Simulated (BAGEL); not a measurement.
**HF/6-31G(d) (density fitting with qzvpp-jkfit, spherical functions) run of SiH2O (oxosilane)**

Aim: the electronic atomisation energy of SiH2O (oxosilane) at HF/6-31G* (density fitting with qzvpp-jkfit, spherical functions), from 4 runs. 

Program for the calculation: BAGEL 1.2.2.

19 further runs of the same task are left out: 19 set aside as unsound or not needed.

## 1. The structure to begin with

SiH2O: 4 atoms, total charge 0, spin state singlet. As SMILES, `O=[SiH2]`. The coordinates come from a PBE0-D4/def2-TZVP relaxation.

Bond lengths: O1–Si2 1.516 Å, Si2–H3 1.485 Å, Si2–H4 1.486 Å. Angles: O1–Si2–H3 124.0°, O1–Si2–H4 124.0°, H3–Si2–H4 111.9°.

## 2. A single-point energy at HF/6-31G(d) (density fitting with qzvpp-jkfit, spherical functions)

input.json reads:

```json
{ "bagel" : [

{
  "title" : "molecule",
  "basis" : "6-31gs.json",
  "df_basis" : "qzvpp-jkfit",
  "angstrom" : "true",
  "geometry" : [
    { "atom" : "O", "xyz" : [   -0.283200,    0.413500,    1.469500 ] },
    { "atom" : "Si", "xyz" : [   -0.006700,    0.009800,    0.034900 ] },
    { "atom" : "H", "xyz" : [    0.439900,   -1.346000,   -0.376200 ] },
    { "atom" : "H", "xyz" : [   -0.150000,    0.922700,   -1.128300 ] }
  ]
},
{
  "title" : "hf"
},
{
  "title" : "print",
  "file" : "orbitals.molden",
  "orbitals" : "true"
}

]}
```

The basis set 6-31G* is read from a file made from the Basis Set Exchange's data (not shown).

Started as:

```console
BAGEL_NUM_THREADS=1 BAGEL input.json > input.out
```

Standard output:

```text
* using 1 threads per process

  ===============================================================
  ===============================================================

  *** Geometry ***

  { "atom" : "O", "xyz" : [     -0.535170,      0.781402,      2.776953 ] },
  { "atom" : "Si", "xyz" : [     -0.012661,      0.018519,      0.065951 ] },
  { "atom" : "H", "xyz" : [      0.831291,     -2.543571,     -0.710915 ] },
  { "atom" : "H", "xyz" : [     -0.283459,      1.743650,     -2.132178 ] },

  Number of auxiliary basis functions:      241

  Since a DF basis is specified, we compute 2- and 3-index integrals:
    o Being stored without compression. Storage requirement is 0.002 GB

  Number of basis functions:       36
  Number of electrons      :       24

    * METHOD: MOLECULE                             0.05

  *** RHF ***

  === Nuclear Repulsion ===
    52.4847899944

      * DIIS with orbital gradients will be used.

  === RHF iteration (6-31gs.json) ===
      0       -364.63791825          0.04922159           0.01
      1       -364.62419121          0.05414489           0.01
      2       -364.91057832          0.00274677           0.01
      3       -364.91182707          0.00060581           0.01
      4       -364.91190533          0.00017141           0.01
      5       -364.91191841          0.00007382           0.01
      6       -364.91192074          0.00001320           0.01
      7       -364.91192080          0.00000248           0.01
      8       -364.91192080          0.00000079           0.01
      9       -364.91192080          0.00000028           0.01
     10       -364.91192080          0.00000008           0.01
     11       -364.91192080          0.00000002           0.01
     12       -364.91192080          0.00000000           0.00
    * SCF iteration converged.

    * Permanent dipole moment:
           (   -0.302140,     0.441129,     1.567332) a.u.

    * METHOD: HF                                   0.12

    * METHOD: PRINT                                0.00

  ===============================================================
```

Run time: 0.3 s. Hardware: 1 thread of Arm Neoverse V1, shared host.

## 3. The H atom at the same level

calc.json reads:

```json
{ "bagel" : [

{
  "title" : "molecule",
  "basis" : "6-31gs.json",
  "df_basis" : "qzvpp-jkfit",
  "angstrom" : true,
  "geometry" : [
    { "atom" : "H", "xyz" : [    0.000000,    0.000000,    0.000000 ] }
  ]
},
{
  "title" : "uhf",
  "charge" : 0,
  "nopen" : 1
},
{
  "title" : "print",
  "file" : "orbitals.molden",
  "orbitals" : true
}

]}
```

The basis set 6-31G* is read from a file made from the Basis Set Exchange's data (not shown).

Run the same way, it converges to -0.49823 Eh (log not shown).

## 4. The O atom, same level

input.json reads:

```json
{ "bagel": [

{
  "title": "molecule",
  "basis": "6-31gs.json",
  "df_basis": "qzvpp-jkfit",
  "angstrom": "true",
  "geometry": [
    { "atom": "O", "xyz": [       0.000000,       0.000000,       0.000000 ] }
  ]
},

{ "title": "uhf", "nopen": 2 },

{ "title": "print", "file": "orbitals.molden", "orbitals": "true" }

]}
```

The basis set 6-31G* is read from a file made from the Basis Set Exchange's data (not shown).

Started as:

```console
BAGEL_NUM_THREADS=1 BAGEL input.json > input.out
```

Standard output:

```text
* using 1 threads per process

  ===============================================================
  ===============================================================

  *** Geometry ***

  { "atom" : "O", "xyz" : [      0.000000,      0.000000,      0.000000 ] },

  Number of auxiliary basis functions:       77

  Since a DF basis is specified, we compute 2- and 3-index integrals:
    o Being stored without compression. Storage requirement is 0.000 GB

  Number of basis functions:       14
  Number of electrons      :        8

    * METHOD: MOLECULE                             0.01

  *** Open-shell HF ***

  === Nuclear Repulsion ===
     0.0000000000

      * DIIS with orbital gradients will be used.

  === UHF iteration (6-31gs.json) ===
      0        -74.77174474          0.01805609           0.00
      1        -74.78177491          0.00548005           0.00
      2        -74.78290854          0.00208081           0.00
      3        -74.78314815          0.00037351           0.00
      4        -74.78316225          0.00011688           0.00
      5        -74.78316393          0.00000400           0.00
      6        -74.78316401          0.00000178           0.00
      7        -74.78316403          0.00000070           0.00
      8        -74.78316403          0.00000004           0.00
      9        -74.78316403          0.00000000           0.00
    * SCF iteration converged.

    * S^2 (UHF) is 2.0055

    * Permanent dipole moment:
           (   -0.000000,    -0.000000,    -0.000000) a.u.

    * METHOD: UHF                                  0.02

    * METHOD: PRINT                                0.00

  ===============================================================
```

Run time: 0.16 s. Hardware: 1 thread of Arm Neoverse V1, shared host.

## 5. The Si atom

job.json reads:

```json
{ "bagel": [

{
  "title": "molecule",
  "basis": "6-31gs.json",
  "df_basis": "qzvpp-jkfit",
  "angstrom": true,
  "geometry": [
    { "atom": "Si", "xyz": [       0.000000,       0.000000,       0.000000 ] }
  ]
},

{ "title": "uhf", "nopen": 2 },

{ "title": "print", "file": "orbitals.molden", "orbitals": true }

]}
```

The basis set 6-31G* is read from a file made from the Basis Set Exchange's data (not shown).

Run the same way, it converges to -288.83102 Eh (log not shown).

## 6. Summary of results

Level: HF/6-31G* (density fitting with qzvpp-jkfit, spherical functions).

| quantity | value |
| --- | --- |
| molecule: total energy | -364.91192 Eh |
| molecule: dipole moment | 4.21 D |
| molecule: HOMO energy | -11.90 eV |
| molecule: LUMO energy | 1.42 eV |
| molecule: HOMO–LUMO gap | 13.32 eV |
| H atom: total energy | -0.49823 Eh |
| H atom: dipole moment | 0.00 D |
| H atom: ⟨S²⟩ | 0.750 |
| O atom: total energy | -74.78316 Eh |
| O atom: dipole moment | 0.00 D |
| O atom: ⟨S²⟩ | 2.006 |
| Si atom: total energy | -288.83102 Eh |
| Si atom: dipole moment | 0.00 D |
| Si atom: ⟨S²⟩ | 2.006 |
| electronic atomisation energy | 8.198 eV |

In words: Taking the molecule apart into free atoms costs 8.20 eV (791 kJ/mol), before zero-point energy and without spin-orbit coupling. Hartree–Fock lacks the correlation of the bonding pairs, which as a rule makes this value much too low; in minimal bases other errors can mask that.
